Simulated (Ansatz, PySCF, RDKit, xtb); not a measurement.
**InGeH3F2: a search for the lowest isomer**

Only the formula InGeH3F2 is given. Aim: find the structure of lowest free energy at 298.15 K, then its properties.

The funnel: GFN2-xTB relaxations, single points with a density functional, relaxations at r2SCAN-D4/def2-SVP, harmonic vibrations, and a last energy at a higher level. All values are calculated.

6 further runs of the same task are left out: 6 set aside as unsound or not needed.

**1. Drawing up candidates**

All bonding patterns within simple valence rules are listed by program: one Lewis structure each, at most two rings and one unusual centre or charged pair. O–O, O–halogen and N–halogen bonds and N–N–N chains are not drawn. That gives 6 candidates.

```tsv
label	SMILES	spin
c293	[F][GeH2][InH][F]	singlet
c418	[F][In]([F])[GeH3]	singlet
c486	[F][GeH+][InH2-][F]	singlet
c508	[F][GeH]([F])[InH2]	singlet
c544	[F][InH-]([F])[GeH2+]	singlet
c734	[F][Ge+]([F])[InH3-]	singlet
```

Candidates are built by distance geometry, with a force field where one applies, in up to four conformers (letters a to d). 6 starts with atoms placed at random are added, to find patterns that the rules miss.

**Question.** With final energies at CCSD(T)/def2-SVP + MP2/def2-TZVPP - MP2/def2-SVP, which structure will this search put lowest in free energy, and by what margin?

| quantity | value |
| --- | --- |
| lowest structure found | [F][In]([F])[GeH3], singlet, C1 |
| next finalist | [F][GeH2][InH][F], singlet, 5.8 kcal/mol higher in G |
| share at equilibrium, among the finalists | 100.0 % |
| harmonic wavenumbers, lowest and highest (r2SCAN-D4/def2-SVP) | 6 and 2186 cm⁻¹ |
| rotational constants, same geometry | 0.1678, 0.0363, 0.03018 cm⁻¹ |
| dipole moment (PBE0/def2-TZVPD) | 5.03 D |
| HOMO energy (PBE0/def2-TZVPD) | -8.89 eV |
| LUMO energy (PBE0/def2-TZVPD) | -2.07 eV |
| HOMO–LUMO gap (PBE0/def2-TZVPD) | 6.82 eV |
| lowest excitation (TD-B3LYP/def2-SVPD) | 5.70 eV (f = 0.043) |
| strongest of the states computed, same level | 5.95 eV (f = 0.410) |
| lowest triplet excitation, same level, Tamm-Dancoff | 4.75 eV |
| vertical ionisation energy | 10.87 eV |
| vertical electron affinity | 0.52 eV |
| vertical triplet less singlet | +4.84 eV |

The lowest structure found is `[F][In]([F])[GeH3]`. Among the finalists first place is clear (5.8 kcal/mol); structures outside the list aren't covered. MP2/def2-SVP already puts its bonding pattern lowest among the structures in one piece; r2SCAN-D4/def2-SVP, relaxed and HF/def2-SVP favour the singlet [F]1[GeH][F][InH2]1 ‡. Spin-orbit coupling, which matters for elements this heavy, is left out. A loose complex, c595, lay -1.3 kcal/mol from the best structure in one piece at the screening level; it was neither relaxed nor ranked, and may be the true minimum. The search is not exhaustive (a finite list of starts, one conformer a finalist), so a lower isomer can't be ruled out. Patterns outside the rules of the enumeration were met only by chance. The lowest isomer need not be the one that is made and kept in a bottle, which depends on barriers.

‡ marks the bonded skeleton alone, with all bonds drawn single: no Lewis structure was assigned that passes a check against the bond lengths.
